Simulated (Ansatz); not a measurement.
## Cu, space group P2/m: an equation of state with a fit, step by step

With Ansatz's Python interface.

Typed at the interpreter:
```pycon
>>> import ansatz as az
>>> import numpy as np
>>> from pymatgen.analysis.eos import EOS
>>> VECTORS = np.array([
...     [11.570254, 0.0, 0.0],
...     [0.0, 2.238212, 0.0],
...     [-4.595624, 0.0, 21.743388],
... ])
>>> SITES = [
...     ("Cu", (0.5, 0.5, 0.5)),
... ]
>>> def on_lattice(cell):
...     crystal = az.Crystal(lattice=az.Lattice.of(cell))
...     for symbol, position in SITES:
...         crystal = crystal.atom(symbol, position)
...     return crystal
...
>>> # uniform scaling of the cell
>>> volumes, energies, pressures = [], [], []
>>> for scale in np.linspace(0.92, 1.08, 7):
...     cell = VECTORS * scale ** (1 / 3)
...     model = on_lattice(cell).calculation()
...     model = model.pseudopotentials("paw").basis(21 * az.Ha)
...     model = model.occupations("Fermi-Dirac", width=0.1)
...     model = model.functional(az.Functional.R2SCAN).scf(tolerance=1e-09)
...     model = model.kpoints(3, 13, 2).stress()
...     report = model.run(threads=1, backend="cpu").report
...     volumes.append(abs(np.linalg.det(cell)) / len(SITES))
...     energies.append(report["free_energy_ev"] / len(SITES))
...     pressures.append(np.trace(report["stress_gpa"]) / 3)
...     print(f"V = {volumes[-1]:8.4f} A^3/atom  F = {energies[-1]:.5f} eV/atom  P = {pressures[-1]:8.3f} GPa")
...
DeckWarning: output.stress: scf.convergence.dr2_threshold = 1e-9 eV is looser than the 1e-10 eV advised for a printed stress (1e-10 eV for each atom of the cell: 1). What an SCF threshold leaves in a stress goes as its square root, and in the free energy as the threshold itself, and one threshold admits the most on a small cell: of the crystals measured, under no hybrid functional and no lock of [...]
V = 518.0351 A^3/atom  F = -6628.89310 eV/atom  P =    0.132 GPa
V = 533.0506 A^3/atom  F = -6628.90340 eV/atom  P =    0.089 GPa
V = 548.0661 A^3/atom  F = -6628.90998 eV/atom  P =    0.052 GPa
V = 563.0816 A^3/atom  F = -6628.91335 eV/atom  P =    0.020 GPa
V = 578.0971 A^3/atom  F = -6628.91395 eV/atom  P =   -0.007 GPa
V = 593.1126 A^3/atom  F = -6628.91215 eV/atom  P =   -0.031 GPa
V = 608.1281 A^3/atom  F = -6628.90827 eV/atom  P =   -0.051 GPa
>>> for form in ["murnaghan", "birch_murnaghan"]:
...     fit = EOS(eos_name=form).fit(volumes, energies)
...     print(f"{form:18s} V0 {fit.v0:8.4f} A^3/atom  B0 {fit.b0_GPa:7.1f} GPa  B1 {fit.b1:5.2f}")
...
murnaghan          V0 574.0832 A^3/atom  B0     1.0 GPa  B1  4.42
birch_murnaghan    V0 574.0545 A^3/atom  B0     1.0 GPa  B1  4.52
```

A third-order Birch-Murnaghan fit through the 7 points has its minimum at 574.05 Å³ an atom, 1.9 % above the typed cell, with a bulk modulus of 1 GPa and dB/dP = 4.5. From that minimum the energy rises by 20.9 meV an atom on the compressed side and 5.8 meV on the expanded side.

Notes:
- Total energies depend on the potentials; only differences at equal settings carry meaning.
- The cell holds an odd number of electrons and is run without spin, so a magnetic state may lie lower.
- Shape and fractional positions are held along the curve, so the bulk modulus is an upper value where they are free to relax, by a factor of two or more in layered or hydrogen-bonded cells.
- The cell holds layers, chains or clusters in vacuum, no bulk phase; its stress is averaged over the vacuum too and scales with the cell's height.
- Pressure is positive in compression.
- Points of the mesh across the vacuum add cost only.
- This isn't the structure that Cu takes at ambient conditions.
- Warnings are shown shortened and without file and line.
- Finished in 6.9 min on 1 thread of Arm Neoverse V1 (shared host), peak memory 2.2 GiB.
